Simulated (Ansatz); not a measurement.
**Cl2FH3OSSi2: a ladder of functionals and wavefunction methods**

Aim: compute Cl2FH3OSSi2 with functionals from several rungs and with coupled cluster. The yardstick is the atomisation energy at the CCSD(T) limit.

Program: Ansatz 0.2.0, Gaussian basis. Level of theory: functionals in def2-TZVPP, the program's frozen cores in correlated methods. These are calculated values, not measurements.

Plan: PBE-D4, r2SCAN-D4, PBE0-D4, B3LYP-D4, ωB97X-V, ωB97M-V, B2PLYP; CCSD(T)/def2-TZVPP; MP2/def2-QZVPP; extrapolation to the limit.

## (1) The geometry

The geometry comes from an earlier relaxation with PBE0-D4 in a triple-zeta def2 set; it is a stationary point, not always the lowest conformer.

SMILES `O[SiH2]S[Si](F)(Cl)Cl`, 10 atoms, charge 0, spin multiplicity 1.

Atoms are counted from 1 here; the program's logs count them from 0.

Bond lengths: O1–Si2 1.632 Å, O1–H8 0.960 Å, Si2–S3 2.165 Å, Si2–H9 1.475 Å, Si2–H10 1.482 Å, S3–Si4 2.089 Å, Si4–F5 1.595 Å, Si4–Cl6 2.021 Å, Si4–Cl7 2.026 Å. Angles: Si2–O1–H8 117.3°, O1–Si2–S3 112.7°, O1–Si2–H9 107.2°, O1–Si2–H10 112.0°, S3–Si2–H9 104.5°, S3–Si2–H10 107.4°, H9–Si2–H10 112.9°, Si2–S3–Si4 97.2°, S3–Si4–F5 109.4°, S3–Si4–Cl6 109.9°, S3–Si4–Cl7 114.1°, F5–Si4–Cl6 108.1°, F5–Si4–Cl7 105.7°, Cl6–Si4–Cl7 109.4°.

## (2) PBE-D4 (GGA)

File in.yaml:

```yaml
crystal:
  periodic: [false, false, false]
  atoms:
    - {symbol: O, position_ang: [0.148712, 1.616307, 1.560209]}
    - {symbol: Si, position_ang: [0.970764, 1.204465, 0.211653]}
    - {symbol: S, position_ang: [-0.332780, 0.661954, -1.429311]}
    - {symbol: Si, position_ang: [-0.855931, -1.236464, -0.730579]}
    - {symbol: F, position_ang: [-1.086501, -1.174927, 0.845981]}
    - {symbol: Cl, position_ang: [-2.580907, -1.836437, -1.595596]}
    - {symbol: Cl, position_ang: [0.568785, -2.647173, -1.023327]}
    - {symbol: H, position_ang: [-0.390245, 0.936646, 1.971916]}
    - {symbol: H, position_ang: [1.672963, 2.413681, -0.257247]}
    - {symbol: H, position_ang: [1.885141, 0.061937, 0.446300]}
basis:
  gaussian: {orbitals: def2-TZVPP}
hamiltonian: {xc: pbe, dispersion: d4}
output: {forces: true, orbitals: {seedname: orbitals}}
```

Started as:

```bash
> ansatz run in.yaml --threads 2 --pin off --events-out ev --progress --plain --max-ram 32768MiB --backend cuda --devices 0, --max-vram 18GiB
```

Further steps of the session: r2SCAN-D4 (meta-GGA); PBE0-D4 (hybrid); B3LYP-D4 (hybrid); ωB97X-V (range-separated); ωB97M-V (range-separated); B2PLYP (double hybrid); CCSD(T) in def2-TZVPP; MP2 in def2-QZVPP.

Q: Predict the results of all the runs planned. Wanted: atomisation energy, CCSD(T)/CBS; farthest; mean size of error, hybrid; mean size of error, range-separated; gap, smallest and largest; T1 diagnostic; triples share of the correlation energy.

The runs gave:

| quantity | value |
| --- | --- |
| atomisation energy, CCSD(T)/CBS | 870.6 kcal/mol |
| functionals within 4.4 kcal/mol (0.5 %) | r2SCAN-D4, ωB97X-V, ωB97M-V |
| farthest | B2PLYP (-22.7 kcal/mol) |
| mean size of error, hybrid | 13.4 kcal/mol |
| mean size of error, range-separated | 1.7 kcal/mol |
| gap, smallest and largest | 5.71 eV (PBE-D4), 12.48 eV (ωB97X-V) |
| T1 diagnostic | 0.0111 |
| triples share of the correlation energy | 3.9 % |

What this shows: PBE-D4 misses by +4.6 kcal/mol. Double hybrids carry the basis error of their MP2 part in triple zeta, and no dispersion term here, so their miss is partly the set-up's. Misses under about 4.4 kcal/mol are within the doubt on the reference itself, which lacks core-valence correlation, relativity and higher excitations. Hartree-Fock recovers 72 % of the binding; the rest is correlation. The gap grows from 5.7 to 12.5 eV across the functionals, mostly with the share of exact exchange.
